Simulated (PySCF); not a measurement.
**LiI at other levels of theory**

Starting from one script, swap the method and compare what comes out for LiI.

Computed with PySCF 2.14.0. Level: method and basis as typed in the scripts.

4 further runs of the same task are left out: 1 for a known fault of the program, 3 that didn't finish.

## 1. Starting geometry

LiI: 2 atoms, charge 0, spin multiplicity 1.

Bond lengths: Li1–I2 2.413 Å.

## 2. The base run

File input.py:

```python
from pyscf import gto, dft

mol = gto.M(
    atom='Li 0 0 0; I 0 0 2.413',
    basis='def2-svp',
    ecp={'I': 'def2-svp'},
    charge=0,
    spin=0,
    verbose=3,
)
mf = dft.UKS(mol, xc='r2scan')
mf.kernel()
mf.stability(internal=True, external=True)
mf.dip_moment()
print('orbital energies (hartree):', [e[max(0, n-3):n+3].round(4) for e, n in zip(mf.mo_energy, mol.nelec)])
```

On the command line:

```
$ OMP_NUM_THREADS=1 python input.py
```

## 3. Mn15

Edit 1 changes functional: r2scan → mn15.

Changes to input.py since step 2:

```diff
@@ -10,3 +10,3 @@
 )
-mf = dft.UKS(mol, xc='r2scan')
+mf = dft.UKS(mol, xc='mn15')
 mf.kernel()
```

## 4. Pw91

Edit 2 changes functional: r2scan → pw91.

Changes to input.py since step 2:

```diff
@@ -10,3 +10,3 @@
 )
-mf = dft.UKS(mol, xc='r2scan')
+mf = dft.UKS(mol, xc='pw91')
 mf.kernel()
```

What does the calculation give? Wanted: for each run, E(SCF); from base; SCF dipole; after the SCF.

The runs gave:

```
 run  E(SCF) (hartree)  from base (eV)  SCF dipole (D)  after the SCF
base       -305.397258               0            7.52         stable
mn15       -304.569773  not comparable            7.35         stable
pw91       -305.367714  not comparable            7.09         stable
```

**Reading.** A lower total energy from another functional means nothing by itself.
